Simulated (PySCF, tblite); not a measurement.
# C7H15PSi: geometry, infrared bands and NMR shifts

Aim: predict the infrared bands and NMR shifts of C7H15PSi (`C=CP1CC[C@@H]([SiH3])[C@H]1C`).

Computed with tblite 0.8.0 and PySCF 2.14.0, with density-fitted response routines of our own, on a single molecule in the gas phase. Atoms count from 0, in the outputs and in this text.

## (1) The molecule as given

24 atoms, charge 0, multiplicity 1; geometry from: force field or distance geometry start.

Bonds of the start (Å): C0–C1 1.35, C1–P2 1.85, P2–C3 1.88, C3–C4 1.53, C4–C5 1.53, C5–Si6 1.88, C5–C7 1.56, C7–C8 1.54, C7–P2 1.92, C0–H9 1.09, C0–H10 1.08, C1–H11 1.07, C3–H12 1.08, C3–H13 1.10, C4–H14 1.09, C4–H15 1.10, C5–H16 1.11, Si6–H17 1.48, Si6–H18 1.49, Si6–H19 1.48, C7–H20 1.09, C8–H21 1.10, C8–H22 1.08, C8–H23 1.09.

## (2) Relaxing the molecule with GFN2-xTB

The job: settings as JSON, then the geometry in Å.

```
{"job": {"kind": "relax", "xc": "GFN2-xTB", "basis": "xTB"}, "charge": 0, "multiplicity": 1}
C      3.556200    -0.077300     0.690600
C      2.554800     0.203200    -0.177000
P      1.233900    -1.068200    -0.418100
C      0.393600    -0.356100    -1.946700
C     -0.955100     0.197500    -1.481400
C     -0.770600     0.780200    -0.080800
Si    -2.288800     1.599200     0.657100
C     -0.080300    -0.328800     0.764700
C     -0.987300    -1.487900     1.218800
H      3.593100    -1.008800     1.248900
H      4.342900     0.640100     0.856400
H      2.559600     1.143200    -0.697900
H      1.000200     0.426100    -2.379500
H      0.256300    -1.146200    -2.693200
H     -1.717000    -0.584700    -1.487900
H     -1.300800     0.959300    -2.189800
H     -0.046700     1.613200    -0.165400
H     -1.974600     2.121300     2.010500
H     -3.394000     0.612800     0.777200
H     -2.726500     2.716200    -0.203500
H      0.409000     0.093800     1.646000
H     -1.729400    -1.138500     1.952400
H     -1.528300    -1.942600     0.400500
H     -0.411800    -2.278800     1.705400
```

Run with:

```
OMP_NUM_THREADS=1 python probes_run.py task.json out
```

This one command runs all jobs of the session in turn.

The log of the run:

```text
step      E/eV     max force
  0    -730.48744    1.938
  1    -730.54502    1.394
  2    -730.57056    0.334
  3    -730.58143    0.265
  4    -730.59508    0.223
  5    -730.60189    0.221
  6    -730.60841    0.151
  7    -730.61104    0.103
  8    -730.61281    0.088
  9    -730.61427    0.096
 10    -730.61593    0.091
 11    -730.61743    0.090
 12    -730.61872    0.064
 13    -730.61992    0.101
 14    -730.62120    0.109
 15    -730.62248    0.079
 16    -730.62350    0.058
 17    -730.62423    0.052
 18    -730.62480    0.066
 19    -730.62531    0.060
 20    -730.62577    0.050
 21    -730.62617    0.056
 22    -730.62658    0.054
 23    -730.62706    0.059
 24    -730.62762    0.054
 25    -730.62818    0.055
 26    -730.62872    0.053
 27    -730.62919    0.054
 28    -730.62958    0.044
 29    -730.62988    0.032
 30    -730.63012    0.031
 31    -730.63037    0.038
 32    -730.63066    0.042
 33    -730.63093    0.037
 34    -730.63112    0.024
 35    -730.63130    0.029
 36    -730.63151    0.039
 37    -730.63178    0.052
 38    -730.63206    0.053
 39    -730.63233    0.033
 40    -730.63261    0.039
 41    -730.63296    0.048
 42    -730.63335    0.052
 43    -730.63368    0.044
 44    -730.63393    0.034
 45    -730.63415    0.049
 46    -730.63441    0.047
 47    -730.63466    0.041
 48    -730.63488    0.034
 49    -730.63507    0.044
 50    -730.63528    0.056
 51    -730.63546    0.042
 52    -730.63559    0.024
 53    -730.63567    0.018
 54    -730.63575    0.031
 55    -730.63583    0.039
 56    -730.63592    0.032
 57    -730.63600    0.020
 58    -730.63607    0.019
 59    -730.63616    0.028
 60    -730.63625    0.036
 61    -730.63633    0.030
 62    -730.63640    0.020
 63    -730.63644    0.014
 64    -730.63649    0.019
 65    -730.63655    0.024
 66    -730.63661    0.020
 67    -730.63667    0.019
 68    -730.63672    0.013
 69    -730.63675    0.014
 70    -730.63679    0.017
 71    -730.63684    0.024
 72    -730.63691    0.023
 73    -730.63698    0.016
 74    -730.63704    0.014
 75    -730.63708    0.012
 76    -730.63711    0.018
 77    -730.63714    0.014
 78    -730.63718    0.010
 79    -730.63721    0.012
 80    -730.63724    0.013
 81    -730.63728    0.015
 82    -730.63734    0.018
 83    -730.63741    0.020
 84    -730.63747    0.016
 85    -730.63753    0.014
 86    -730.63758    0.014
 87    -730.63764    0.014
 88    -730.63768    0.017
 89    -730.63773    0.016
 90    -730.63778    0.015
 91    -730.63783    0.017
 92    -730.63786    0.014
 93    -730.63789    0.011
 94    -730.63791    0.010
```

Wall time 1.1 s (1 thread of Intel Xeon Platinum 8375C at 2.90GHz, shared host).

The steps of the relaxation: (not every step is listed)

| step | energy from step 0 (eV) | largest force (eV/Å) |
| --- | --- | --- |
| 0 | 0.0000 | 1.9383 |
| 1 | -0.0576 | 1.3940 |
| 2 | -0.0831 | 0.3337 |
| 3 | -0.0940 | 0.2648 |
| 4 | -0.1076 | 0.2229 |
| 5 | -0.1145 | 0.2206 |
| 6 | -0.1210 | 0.1506 |
| 7 | -0.1236 | 0.1027 |
| 8 | -0.1254 | 0.0879 |
| 16 | -0.1361 | 0.0579 |
| 24 | -0.1402 | 0.0542 |
| 32 | -0.1432 | 0.0421 |
| 40 | -0.1452 | 0.0393 |
| 48 | -0.1474 | 0.0335 |
| 56 | -0.1485 | 0.0323 |
| 64 | -0.1490 | 0.0194 |
| 72 | -0.1495 | 0.0226 |
| 80 | -0.1498 | 0.0130 |
| 88 | -0.1502 | 0.0170 |
| 89 | -0.1503 | 0.0160 |
| 90 | -0.1503 | 0.0149 |
| 91 | -0.1504 | 0.0169 |
| 92 | -0.1504 | 0.0137 |
| 93 | -0.1504 | 0.0111 |
| 94 | -0.1505 | 0.0099 |

Distances of close pairs at the start and the end, largest changes first:

| bond | before (Å) | after (Å) | change (Å) |
| --- | --- | --- | --- |
| C0–C1 | 1.354 | 1.324 | -0.031 |
| C5–Si6 | 1.876 | 1.906 | +0.029 |
| C5–C7 | 1.556 | 1.529 | -0.027 |
| P2–C7 | 1.916 | 1.890 | -0.026 |
| Si6–H18 | 1.486 | 1.464 | -0.023 |
| C1–P2 | 1.849 | 1.828 | -0.021 |
| Si6–H17 | 1.484 | 1.464 | -0.020 |
| C7–C8 | 1.540 | 1.524 | -0.016 |

The next job starts from the end point, and lists it.

## (3) Vibrational analysis with GFN2-xTB

The job: settings as JSON, then the geometry in Å.

```
{"job": {"kind": "ir", "xc": "GFN2-xTB", "basis": "xTB"}, "charge": 0, "multiplicity": 1}
C      3.525077     0.016021     0.658043
C      2.519809     0.170361    -0.189063
P      1.235509    -1.115120    -0.388779
C      0.385140    -0.433778    -1.911177
C     -0.920053     0.232782    -1.470300
C     -0.705575     0.780975    -0.061394
Si    -2.287616     1.528728     0.693375
C     -0.058644    -0.341216     0.751495
C     -1.027381    -1.424041     1.212495
H      3.616916    -0.871732     1.263011
H      4.292310     0.763465     0.787591
H      2.453590     1.058085    -0.809694
H      1.055615     0.282958    -2.392448
H      0.202878    -1.241875    -2.622757
H     -1.726431    -0.503076    -1.464357
H     -1.204106     1.026460    -2.163964
H      0.034584     1.588085    -0.137194
H     -2.068742     1.799269     2.115216
H     -3.422368     0.620497     0.521862
H     -2.572057     2.784198    -0.006515
H      0.455641     0.064564     1.629977
H     -1.756306    -1.017228     1.912226
H     -1.559710    -1.857548     0.368653
H     -0.479816    -2.222557     1.711254
```

The log of the run:

```text
mode    cm-1     km/mol
  1     -39.3      0.16
  2      55.9      0.13
  3     125.4      0.11
  4     141.5      0.07
  5     162.3      0.05
  6     181.2      0.21
  7     209.2      0.11
  8     233.6      0.15
  9     277.5      0.69
 10     303.5      0.91
 11     321.6      0.11
 12     356.6      0.99
 13     475.6      7.73
 14     497.2     13.56
 15     538.5     27.94
 16     549.0     34.36
 17     589.2     42.05
 18     681.6     11.48
 19     691.8     14.27
 20     703.5     14.57
 21     754.1     19.72
 22     781.2    174.67
 23     790.5    344.36
 24     800.9    216.04
 25     818.8     89.26
 26     894.5      8.14
 27     909.9     13.53
 28     967.2      0.62
 29     995.6      0.12
 30    1000.1     23.38
 31    1005.7      1.73
 32    1017.2      1.15
 33    1045.3     11.52
 34    1052.1      2.35
 35    1103.2      3.70
 36    1143.7      0.70
 37    1170.1     11.05
 38    1194.4      8.79
 39    1232.9     16.21
 40    1236.5      7.97
 41    1248.4      3.26
 42    1285.3      6.81
 43    1307.0      4.18
 44    1332.4      5.16
 45    1397.4      0.25
 46    1407.8      5.36
 47    1459.3      0.10
 48    1490.5      2.72
 49    1491.5      1.28
 50    1505.6      1.87
 51    1654.2      0.74
 52    2251.6    359.97
 53    2263.2    290.20
 54    2265.1    228.84
 55    2896.5     26.82
 56    2915.0     39.95
 57    2939.4      6.97
 58    2965.9     50.81
 59    2969.3     35.14
 60    2983.0     46.68
 61    2994.6     26.61
 62    3005.0     52.13
 63    3016.6     27.06
 64    3030.3     18.77
 65    3079.7     29.09
 66    3105.9     33.89
```

It took 1.6 s on 1 thread of Intel Xeon Platinum 8375C at 2.90GHz, shared host.

Which atoms move in the most intense modes:

| cm⁻¹ | km/mol | atoms |
| --- | --- | --- |
| 781 | 174.7 | H17 51 %, H18 25 % |
| 790 | 344.4 | H19 39 %, H17 36 %, H18 10 % |
| 801 | 216.0 | H18 47 %, H19 36 % |
| 819 | 89.3 | C3 16 %, H13 16 % |
| 2252 | 360.0 | H19 93 % |
| 2263 | 290.2 | H17 96 % |
| 2265 | 228.8 | H18 94 % |
| 3005 | 52.1 | H21 88 % |

## (4) NMR shieldings: PBE0/pcSseg-1

Settings changed since step 3:

```diff
@@ -1,2 +1,2 @@
-{"job": {"kind": "ir", "xc": "GFN2-xTB", "basis": "xTB"}, "charge": 0, "multiplicity": 1}
+{"job": {"kind": "nmr", "xc": "PBE0", "basis": "pcSseg-1"}, "charge": 0, "multiplicity": 1}
 C      3.525077     0.016021     0.658043
```

With the program's defaults for keys left out, this is: GIAO PBE0/pcSseg-1 NMR shielding, non-relativistic, gas phase.

The log of the run:

```text
coarse grid: 20152 points
cycle   1  E = -905.8244118492  dE =  8.620e-01  |g| = 4.579e-01  |ddm| = 4.441e+00
cycle   2  E = -905.8065259711  dE =  1.789e-02  |g| = 5.329e-01  |ddm| = 9.370e-01
cycle   3  E = -905.8798860178  dE = -7.336e-02  |g| = 7.705e-02  |ddm| = 5.825e-01
cycle   4  E = -905.8811418503  dE = -1.256e-03  |g| = 3.322e-02  |ddm| = 1.274e-01
cycle   5  E = -905.8814174086  dE = -2.756e-04  |g| = 8.282e-03  |ddm| = 3.691e-02
cycle   6  E = -905.8814323300  dE = -1.492e-05  |g| = 3.696e-03  |ddm| = 1.075e-02
cycle   7  E = -905.8814357788  dE = -3.449e-06  |g| = 6.004e-04  |ddm| = 3.684e-03
final grid: 182888 points
cycle   8  E = -905.9368181385  dE = -5.458e-05  |g| = 1.001e-02  |ddm| = 4.407e-02
cycle   9  E = -905.9368016322  dE =  1.651e-05  |g| = 1.283e-02  |ddm| = 2.186e-02
cycle  10  E = -905.9368440808  dE = -4.245e-05  |g| = 1.471e-03  |ddm| = 1.366e-02
cycle  11  E = -905.9368446141  dE = -5.333e-07  |g| = 3.470e-04  |ddm| = 1.842e-03
cycle  12  E = -905.9368446416  dE = -2.744e-08  |g| = 1.272e-04  |ddm| = 3.765e-04
cycle  13  E = -905.9368446454  dE = -3.789e-09  |g| = 4.211e-05  |ddm| = 1.622e-04
cycle  14  E = -905.9368446458  dE = -4.525e-10  |g| = 7.643e-06  |ddm| = 4.836e-05
converged SCF energy = -905.9368446458

GIAO shielding tensors (ppm)
atom      isotropic    diamagn.    paramagn.     s11        s22        s33       span
  0 C       50.505     252.597    -202.092    -67.824     58.949    160.390    228.215
  1 C       29.701     262.779    -233.079    -89.713     40.016    138.799    228.512
  2 P      332.909     967.766    -634.857    279.895    316.965    401.867    121.972
  3 C      153.249     253.157     -99.908    126.538    158.935    174.274     47.736
  4 C      152.960     249.069     -96.109    115.334    164.086    179.459     64.126
  5 C      155.826     253.510     -97.683    133.197    163.561    170.721     37.524
  6 Si     420.186     880.799    -460.614    388.806    404.275    467.476     78.671
  7 C      132.799     251.297    -118.499    101.654    137.434    159.308     57.654
  8 C      167.258     249.096     -81.838    147.048    167.934    186.792     39.744
  9 H       25.698      31.355      -5.658     21.255     24.427     31.410     10.155
 10 H       25.633      28.629      -2.996     22.042     24.736     30.121      8.079
 11 H       25.119      33.727      -8.608     20.335     23.975     31.048     10.713
 12 H       30.169      32.096      -1.927     25.344     27.777     37.386     12.042
 13 H       29.369      30.791      -1.423     24.248     27.141     36.717     12.470
 14 H       30.117      32.862      -2.745     25.547     28.658     36.146     10.599
 15 H       29.431      31.429      -1.999     23.315     28.577     36.401     13.086
 16 H       30.327      35.170      -4.843     25.641     29.342     35.998     10.357
 17 H       27.779      29.780      -2.001     23.860     25.931     33.548      9.688
 18 H       27.969      29.714      -1.745     24.519     26.455     32.933      8.414
 19 H       27.797      29.240      -1.443     23.918     25.608     33.864      9.946
 20 H       29.628      35.299      -5.671     26.614     27.951     34.319      7.705
 21 H       30.617      31.264      -0.647     24.605     29.481     37.765     13.160
 22 H       30.950      32.107      -1.157     26.519     30.069     36.262      9.743
 23 H       30.329      30.813      -0.485     25.022     28.583     37.381     12.359
```

It took 59 s on 1 thread of Intel Xeon Platinum 8375C at 2.90GHz, shared host; peak memory 1.2 GiB.

Shifts follow as δ = σ(reference) − σ, with reference shieldings (ppm) from runs at the same level and on the same kind of geometry: ¹H TMS 31.72, ¹³C TMS 186.9, ²⁹Si TMS 349.2, ³¹P H3PO4 318.4. The references are single molecules in the gas phase, so shifts against H2O, NH3, PH3, H3PO4 or CFCl3 are not on the usual liquid scales and can be off by tens of ppm. Atoms listed in one row are averaged.

| atoms | environment | σ (ppm) | δ (ppm) | δ scaled to CDCl3 |
| --- | --- | --- | --- | --- |
| C1 | alkene CH | 29.7 | 157.2 | 151.5 |
| C0 | terminal =CH2 carbon | 50.5 | 136.4 | 131.2 |
| C7 | sp3 CH bonded to P | 132.8 | 54.1 | 50.9 |
| C4 | sp3 CH2 in a ring | 153.0 | 34.0 | 31.2 |
| C3 | sp3 CH2 bonded to P | 153.2 | 33.7 | 31.0 |
| C5 | sp3 CH bonded to Si | 155.8 | 31.1 | 28.4 |
| C8 | methyl carbon | 167.3 | 19.7 | 17.3 |
| H11 | hydrogen on an alkene CH | 25.12 | 6.60 | 6.33 |
| H10 | hydrogen on a terminal =CH2 carbon | 25.63 | 6.08 | 5.84 |
| H9 | hydrogen on a terminal =CH2 carbon | 25.70 | 6.02 | 5.78 |
| H17, H18, H19 | hydrogen on a silicon bonded to C | 27.85 | 3.87 | – |
| H13 | hydrogen on an sp3 CH2 bonded to P | 29.37 | 2.35 | 2.32 |
| H15 | hydrogen on an sp3 CH2 in a ring | 29.43 | 2.29 | 2.26 |
| H20 | hydrogen on an sp3 CH bonded to P | 29.63 | 2.09 | 2.07 |
| H14 | hydrogen on an sp3 CH2 in a ring | 30.12 | 1.60 | 1.61 |
| H12 | hydrogen on an sp3 CH2 bonded to P | 30.17 | 1.55 | 1.56 |
| H16 | hydrogen on an sp3 CH bonded to Si | 30.33 | 1.39 | 1.42 |
| H21, H22, H23 | hydrogen on a methyl carbon | 30.63 | 1.09 | 1.13 |
| P2 | phosphorus bonded to 3 C, in a 5-membered ring | 332.9 | -14.5 | – |
| Si6 | silicon bonded to C, 3 H | 420.2 | -71.0 | – |

The scaled column applies a straight-line fit of computed shieldings to shifts measured in CDCl3 (root-mean-square error 0.16 ppm for H, 1.9 ppm for C).

The run also stored atomic charges by several schemes (e):

| atoms | Mulliken | IAO | Hirshfeld | ESP fit |
| --- | --- | --- | --- | --- |
| C0 | -0.11 | -0.30 | -0.10 | -0.52 |
| C1 | -0.44 | -0.33 | -0.10 | 0.07 |
| P2 | 0.44 | 0.45 | 0.15 | -0.41 |
| C3 | -0.41 | -0.44 | -0.11 | 0.31 |
| C4 | -0.15 | -0.25 | -0.07 | -0.32 |
| C5 | -0.50 | -0.37 | -0.11 | -0.07 |
| Si6 | 0.49 | 0.58 | 0.31 | 0.27 |
| C7 | -0.48 | -0.26 | -0.06 | 0.45 |
| C8 | -0.20 | -0.42 | -0.13 | -0.48 |

Mayer bond orders: C0–C1 1.97, C1–P2 0.94, P2–C3 0.97, C3–C4 1.01, C4–C5 1.00, C5–Si6 0.88, C5–C7 0.99, C7–C8 1.01, C7–P2 0.92.

Ring of atoms P2, C3, C4, C5, C7: NICS(0) -6.1, NICS(1) -4.3, NICS(1)zz -5.5 ppm (means of both faces).

## (5) Results

```
                                                              quantity                                                                 value
                             strongest single infrared mode (GFN2-xTB)                                                 2252 cm⁻¹, 360 km/mol
                                          zero-point energy (GFN2-xTB)                                                        121.9 kcal/mol
                                ¹³C shifts against TMS (PBE0/pcSseg-1)                        157.2, 136.4, 54.1, 34.0, 33.7, 31.1, 19.7 ppm
¹H shifts against TMS (PBE0/pcSseg-1, means over atoms taken as alike)  6.60, 6.08, 6.02, 3.87, 2.35, 2.29, 2.09, 1.60, 1.55, 1.39, 1.09 ppm
                              ³¹P shifts against H3PO4 (PBE0/pcSseg-1)                                                             -14.5 ppm
                               ²⁹Si shifts against TMS (PBE0/pcSseg-1)                                                             -71.0 ppm
```

In words: The optimisation took 94 steps and gained 0.150 eV; among the close pairs (by a distance rule), C0–C1 changed most, from 1.354 to 1.324 Å. The lowest mode is imaginary (39i cm⁻¹), so the xTB geometry is not a minimum. The strongest single mode, at 2252 cm⁻¹, moves mainly H19. GFN2-xTB is a fitted tight-binding method: band positions and strengths are rough. Its intensities can rank the bands wrongly. C1 (alkene CH) lies farthest downfield among carbon, at 157.2 ppm; an sp2 carbon of a C=C bond. H11 (hydrogen on an alkene CH) lies farthest downfield among hydrogen, at 6.60 ppm; olefinic region.
